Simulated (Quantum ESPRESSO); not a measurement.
# Ti4Ru under changes of volume

One of the cells (16.332 Å³/atom); the others are scaled copies at fixed shape and fractional positions:

```
Ru Ti
1.0
     0.00000    2.37271   11.05393
     1.55677    0.00000   11.05393
     1.55677    2.37271    0.00000
Ru Ti
1 4
Cartesian
  0.0000 0.0000 0.0000
  1.5568 2.3727 13.0521
  1.5568 2.3727 4.3536
  1.5568 2.3727 17.7543
  1.5568 2.3727 9.0557
```

The cell comes from a database or a generator and needn't be the stable form of this composition.

```yaml
Program: Quantum ESPRESSO 7.5
Functional: LDA
Potentials_or_basis: GBRV 1.5 LDA
Cutoff: 612 eV
Density_cutoff: 4898 eV
k_mesh: 7 × 7 × 7
Occupations: fermi-dirac, width 0.05 eV
Spin: no spin polarisation
```

```csv
volume (Å³/atom),energy over the lowest point (meV/atom),pressure (GPa)
15.352,0.00,-1.1
15.679,5.55,-4.3
16.006,17.31,-7.2
16.332,34.66,-9.8
16.659,57.07,-12.2
16.986,?,?
17.312,115.09,-16.2
```

What does the run at 16.986 Å³/atom give?

Energy over the lowest point 84.03 meV/atom; pressure -14.3 GPa.

Worked out: A Birch-Murnaghan fit of order 3 (a polynomial in V^(-2/3)) to the other rows has its minimum at 15.25 Å³/atom, just outside them, with B0 = V·E''(V) = 163 GPa and B' = 3.9 at fixed shape and positions, which overstates the stiffness. It gives 84.08 meV/atom at 16.986 Å³/atom, against the run's 84.03, and -dE/dV = -14.3 GPa, against -14.3.

Energies are extrapolated to zero smearing.
